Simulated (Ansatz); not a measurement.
# Al2O3: the cost of one run

Program: Ansatz 0.2.0. Level of theory: DFT PBE, scalar-relativistic, plane waves, PAW. These are calculated values, not measurements.

## (1) Starting point

It takes space group R-3c (No. 167, trigonal). Conventional cell: a = 4.761 Å, b = 4.761 Å, c = 12.996 Å, α = 90.00°, β = 90.00°, γ = 120.00°. Around Al (site symmetry 3) lie 6 O at 1.85 to 1.97 Å. O (site symmetry 2) has 4 Al at 1.85 to 1.97 Å as nearest neighbours.

Coordinates:

```cif
data_structure
_symmetry_space_group_name_H-M 'R-3c:H'
_symmetry_Int_Tables_number 167
_cell_length_a 4.7605
_cell_length_b 4.7605
_cell_length_c 12.9956
_cell_angle_alpha 90.000
_cell_angle_beta 90.000
_cell_angle_gamma 120.000
_cell_volume 255.05
loop_
_atom_site_label
_atom_site_type_symbol
_atom_site_symmetry_multiplicity
_atom_site_Wyckoff_symbol
_atom_site_fract_x
_atom_site_fract_y
_atom_site_fract_z
_atom_site_occupancy
Al1 Al 12 c 0.66667 0.33333 0.18549 1
O1 O 18 e 0.64001 0.66667 0.41667 1
```

The runs take a perfect supercell of 40 atoms; the defect goes to fractional position (0.097, 0.403, 0.250).

## (2) The perfect supercell

input.yaml

```yaml
crystal:
  lattice:
    - [-4.7605, -2.748476, 4.331867]
    - [4.7605, -2.748476, 4.331867]
    - [0.0, 5.496952, 4.331867]
  atoms:
    - { symbol: Al, position: [0.35216, 0.35216, 0.35216] }
    - { symbol: Al, position: [0.85216, 0.85216, 0.35216] }
    - { symbol: Al, position: [0.85216, 0.35216, 0.85216] }
    - { symbol: Al, position: [0.35216, 0.85216, 0.85216] }
    - { symbol: Al, position: [0.14784, 0.14784, 0.14784] }
    - { symbol: Al, position: [0.64784, 0.64784, 0.14784] }
    - { symbol: Al, position: [0.64784, 0.14784, 0.64784] }
    - { symbol: Al, position: [0.14784, 0.64784, 0.64784] }
    - { symbol: Al, position: [0.64784, 0.14784, 0.14784] }
    - { symbol: Al, position: [0.14784, 0.64784, 0.14784] }
    - { symbol: Al, position: [0.14784, 0.14784, 0.64784] }
    - { symbol: Al, position: [0.64784, 0.64784, 0.64784] }
    - { symbol: Al, position: [0.85216, 0.35216, 0.35216] }
    - { symbol: Al, position: [0.35216, 0.85216, 0.35216] }
    - { symbol: Al, position: [0.35216, 0.35216, 0.85216] }
    - { symbol: Al, position: [0.85216, 0.85216, 0.85216] }
    - { symbol: O, position: [0.09666, 0.40334, 0.25] }
    - { symbol: O, position: [0.59666, 0.90334, 0.25] }
    - { symbol: O, position: [0.59666, 0.40334, 0.75] }
    - { symbol: O, position: [0.09666, 0.90334, 0.75] }
    - { symbol: O, position: [0.25, 0.09666, 0.40334] }
    - { symbol: O, position: [0.75, 0.59666, 0.40334] }
    - { symbol: O, position: [0.75, 0.09666, 0.90334] }
    - { symbol: O, position: [0.25, 0.59666, 0.90334] }
    - { symbol: O, position: [0.40334, 0.25, 0.09666] }
    - { symbol: O, position: [0.90334, 0.75, 0.09666] }
    - { symbol: O, position: [0.90334, 0.25, 0.59666] }
    - { symbol: O, position: [0.40334, 0.75, 0.59666] }
    - { symbol: O, position: [0.90334, 0.09666, 0.25] }
    - { symbol: O, position: [0.40334, 0.59666, 0.25] }
    - { symbol: O, position: [0.40334, 0.09666, 0.75] }
    - { symbol: O, position: [0.90334, 0.59666, 0.75] }
    - { symbol: O, position: [0.75, 0.40334, 0.09666] }
    - { symbol: O, position: [0.25, 0.90334, 0.09666] }
    - { symbol: O, position: [0.25, 0.40334, 0.59666] }
    - { symbol: O, position: [0.75, 0.90334, 0.59666] }
    - { symbol: O, position: [0.59666, 0.25, 0.40334] }
    - { symbol: O, position: [0.09666, 0.75, 0.40334] }
    - { symbol: O, position: [0.09666, 0.25, 0.90334] }
    - { symbol: O, position: [0.59666, 0.75, 0.90334] }
basis:
  ecutwfc: 420
  fft_grid_basis: typed
kpoints:
  mp_grid: { grid: [3, 3, 3] }
hamiltonian:
  xc: pbe
  pseudopotentials: { kind: paw }
scf:
  occupations: { method: gaussian, width: 0.05 }
output:
  forces: true
  stress: false
  eigenvalues: true
  bader: false
  write_density: true
  volumetric_format: npy
```

Launch:

```
$ ansatz run input.yaml --threads 4 --pin off --max-ram 10240MiB --backend cpu --events-out ev --progress --plain --runs-dir out
```

**Question.** How long does this run take on 4 threads of Intel Xeon 6975P-C (Granite Rapids), shared host, and how much memory does it need?

About 2.5 s, with a peak of 1.3 GiB.
